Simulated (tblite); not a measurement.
# C2H12O2Si4: the cost of one run

Computed with tblite 0.8.0 and PySCF 2.14.0, with density-fitted response routines of our own, on a single molecule in the gas phase. Atoms count from 0, in the outputs and in this text.

### Step 1. The starting structure

20 atoms, charge 0, multiplicity 1; geometry from: force field or distance geometry start.

Bonds of the start (Å): C0–Si1 1.87, Si1–C2 1.86, Si1–O3 1.66, O3–Si4 1.66, Si4–Si5 2.27, Si5–O6 1.67, O6–Si7 1.66, Si7–Si4 2.27, C0–H8 1.09, C0–H9 1.10, C0–H10 1.10, Si1–H11 1.48, C2–H12 1.09, C2–H13 1.09, C2–H14 1.08, Si4–H15 1.49, Si5–H16 1.48, Si5–H17 1.49, Si7–H18 1.49, Si7–H19 1.48.

### Step 2. Relaxing the molecule with GFN2-xTB

The job: settings as JSON, then the geometry in Å.

```
{"job": {"kind": "relax", "xc": "GFN2-xTB", "basis": "xTB"}, "charge": 0, "multiplicity": 1}
C      1.684000    -0.571100     1.250200
Si     1.434400     0.033100    -0.502300
C      2.994900     0.860600    -1.097000
O      0.109800     1.026600    -0.661400
Si    -1.545300     0.988100    -0.621900
Si    -2.508400     0.128300     1.247600
O     -2.389800    -1.421600     0.642500
Si    -2.548300    -1.018100    -0.963300
H      2.571600    -1.201400     1.331300
H      1.791400     0.271600     1.945100
H      0.816100    -1.162200     1.584600
H      1.193300    -1.156200    -1.351700
H      2.870300     1.179500    -2.132700
H      3.215700     1.751700    -0.505300
H      3.841500     0.197900    -1.038700
H     -2.174600     2.209100    -1.207900
H     -3.921300     0.522900     1.471200
H     -1.672800     0.271500     2.471700
H     -3.989000    -0.941100    -1.350500
H     -1.778700    -1.958500    -1.816500
```

Launch:

```bash
> OMP_NUM_THREADS=1 python probes_run.py task.json out
```

This one command runs all jobs of the session in turn.

Q: Estimate the wall time and peak memory of this first job on 1 thread of AMD EPYC, shared host.

About 6.3 s, with a peak of 0.18 GiB.
